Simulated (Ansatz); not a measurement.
# NbTe under changes of volume

One of the cells (20.101 Å³/atom); the others are scaled copies at fixed shape and fractional positions:

```
Nb Te
1.0
     3.42570    0.00000    0.00000
     0.00000    3.42570    0.00000
     0.00000    0.00000    3.42570
Nb Te
1 1
Direct
  0.50000 0.50000 0.50000
  0.00000 0.00000 0.00000
```

The cell was built by a generator and needn't be a form met in nature.

```yaml
Program: Ansatz 0.2.0
Functional: PBE
Potentials_or_basis: Ansatz PAW
Cutoff: "420 eV (not typed: the program's choice for these potentials)"
k_mesh: 8 × 8 × 8
Occupations: fermi-dirac, width 0.05 eV
Spin: no spin polarisation
```

| volume (Å³/atom) | energy over the lowest point (meV/atom) | pressure (GPa) |
| --- | --- | --- |
| 18.895 | ? | ? |
| 19.297 | 13.82 | 5.9 |
| 19.699 | 3.20 | 2.8 |
| 20.101 | 0.00 | 0.0 |
| 20.503 | 3.41 | -2.5 |
| 20.905 | 12.72 | -4.7 |
| 21.307 | 27.29 | -6.7 |

Q: What does the run at 18.895 Å³/atom give?

A: Energy over the lowest point 32.72 meV/atom; pressure 9.4 GPa.

Worked out: A Birch-Murnaghan fit of order 3 (a polynomial in V^(-2/3)) to the other rows has its minimum at 20.09 Å³/atom with B0 = V·E''(V) = 132 GPa and B' = 4.7. It gives 32.76 meV/atom at 18.895 Å³/atom, against the run's 32.72, and -dE/dV = 9.3 GPa, against 9.4.

Energies are extrapolated to zero smearing.
